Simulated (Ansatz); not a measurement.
This script makes an atomisation energy of C₂H₇SSb, SMILES [CH3][Sb]([CH3])[SH] with Ansatz 0.2.0, Python API.

`tae_c2h7ssb.py`:
```python
"""Energy to split C2H7SSb into its atoms."""

from collections import Counter

import ansatz as az


def total_energy(molecule, charge=0, unpaired=0):
    calc = molecule.calculation().basis(gaussian="def2-SVP").functional("b3lyp", dispersion="d3bj")
    if charge:
        calc = calc.charge(charge)
    if unpaired:
        calc = calc.spin("collinear", total=unpaired)
    report = calc.run().report
    if report["published_state_doubts"]:
        print("  doubts:", report["published_state_doubts"])
    return report["free_energy_ev"]


def main() -> None:
    geometry_ang = [
        ("C", [-1.024, 1.3096, -0.3542]),
        ("Sb", [0.3519, -0.0516, -1.1882]),
        ("C", [1.2956, -0.3015, 0.7152]),
        ("S", [-1.0676, -1.9362, -0.778]),
        ("H", [-0.5638, 2.3139, -0.1845]),
        ("H", [-1.4908, 0.9713, 0.5796]),
        ("H", [-1.8677, 1.5136, -1.0902]),
        ("H", [0.6052, -0.4477, 1.5126]),
        ("H", [2.0082, -1.1645, 0.7264]),
        ("H", [1.9207, 0.6072, 0.9893]),
        ("H", [-0.1023, -2.8712, -0.9075]),
    ]
    mol = az.Crystal.molecule()
    for symbol, xyz in geometry_ang:
        mol = mol.atom(symbol, xyz)

    # Hund ground states
    unpaired = {"C": 2, "Sb": 3, "S": 2, "H": 1}
    counts = Counter(site.symbol for site in mol.cartesian_sites)
    atom_energy = {s: total_energy(az.Crystal.molecule().atom(s, (0, 0, 0)), 0, unpaired[s]) for s in counts}
    whole = total_energy(mol, 0, 0)
    for s, e in atom_energy.items():
        print(f"{s:2s} x{counts[s]}  {e:14.5f} eV")
    print(f"C2H7SSb: {whole:.5f} eV")
    split = sum(counts[s] * e for s, e in atom_energy.items()) - whole
    print(f"atomisation energy (no zero-point term): {split:.3f} eV, {split / sum(counts.values()):.3f} eV an atom")


if __name__ == "__main__":
    main()
```

What does it cost to take this molecule apart into atoms?

37.738 eV from the electronic energies, without the zero-point term.

What the script printed:

```console
$ python tae_c2h7ssb.py
C  x2     -1028.97301 eV
Sb x1     -6538.57357 eV
S  x1    -10830.00002 eV
H  x7       -13.63995 eV
C2H7SSb: -19559.73706 eV
atomisation energy (no zero-point term): 37.738 eV, 3.431 eV an atom
```

Notes:
- Total energies depend on the basis set; only differences at equal settings carry meaning.
- The geometry is a force-field or estimated start, not a minimum of this method, and the basis set is short of its limit. All parts are taken at fixed geometry, without zero-point energy.
- def2 sets replace the cores of elements past krypton by effective core potentials.
- b3lyp holds the VWN-RPA fit, as in Gaussian; the form of ORCA and Turbomole is b3lyp5.
- The spin-orbit lowering of heavy atoms is left out.
- Timing: 3.7 s on 1 thread of Intel(R) Xeon(R) Processor @ 2.30GHz, with other jobs on the host, peak memory 0.33 GiB.
